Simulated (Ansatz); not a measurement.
# H4NOPSeSi: the cost of one run

All numbers below are computed with Ansatz 0.2.0 (RKS PBE-D4/def2-mTZVP).

### Step 1. The system as given

Bond lengths: O1–P2 1.672 Å, P2–N3 1.812 Å, P2–Si4 2.148 Å, N3–Si4 1.698 Å, Si4–Se5 2.344 Å, O1–H6 1.034 Å, N3–H7 1.091 Å, Si4–H8 1.459 Å, Se5–H9 1.583 Å. Angles: O1–P2–N3 92.5°, O1–P2–Si4 95.6°, N3–P2–Si4 49.9°, P2–O1–H6 107.6°, P2–N3–Si4 75.3°, P2–N3–H7 104.2°, Si4–N3–H7 106.1°, P2–Si4–N3 54.7°, P2–Si4–Se5 114.5°, P2–Si4–H8 121.7°, N3–Si4–Se5 109.5°, N3–Si4–H8 114.3°, Se5–Si4–H8 121.7°, Si4–Se5–H9 90.3°.

Coordinates:

```xyz
9

O     0.3675    1.9050   -0.0994
P     1.2316    0.7077    0.6852
N     1.2760   -0.3396   -0.7934
Si   -0.0573   -0.9050    0.0936
Se   -2.0396   -0.2280   -0.9584
H    -0.0515    2.5136    0.6246
H     2.0880   -1.0415   -0.5998
H     0.1057   -2.2525    0.6298
H    -2.8318   -0.4060    0.4008
```

### Step 2. Relaxing end A

The input, input.yaml:

```yaml
crystal:
  periodic: [false, false, false]
  atoms:
    - { symbol: O, position_ang: [0.3675, 1.905, -0.0994] }
    - { symbol: P, position_ang: [1.2316, 0.7077, 0.6852] }
    - { symbol: "N", position_ang: [1.276, -0.3396, -0.7934] }
    - { symbol: Si, position_ang: [-0.0573, -0.905, 0.0936] }
    - { symbol: Se, position_ang: [-2.0396, -0.228, -0.9584] }
    - { symbol: H, position_ang: [-0.0515, 2.5136, 0.6246] }
    - { symbol: H, position_ang: [2.088, -1.0415, -0.5998] }
    - { symbol: H, position_ang: [0.1057, -2.2525, 0.6298] }
    - { symbol: H, position_ang: [-2.8318, -0.406, 0.4008] }
basis:
  gaussian: { orbitals: def2-mTZVP }
hamiltonian:
  xc: pbe
  dispersion: d4
relax:
  f_tol: 0.015
  max_steps: 40
```

Launch:

```console
$ ansatz run input.yaml --threads 2 --pin off --max-ram 3072MiB --backend cpu --events-out ev --progress --plain --runs-dir out
```

What time and memory should one allow on 2 threads of Arm Neoverse V2, shared host?

About 91 s, with a peak of 0.19 GiB.
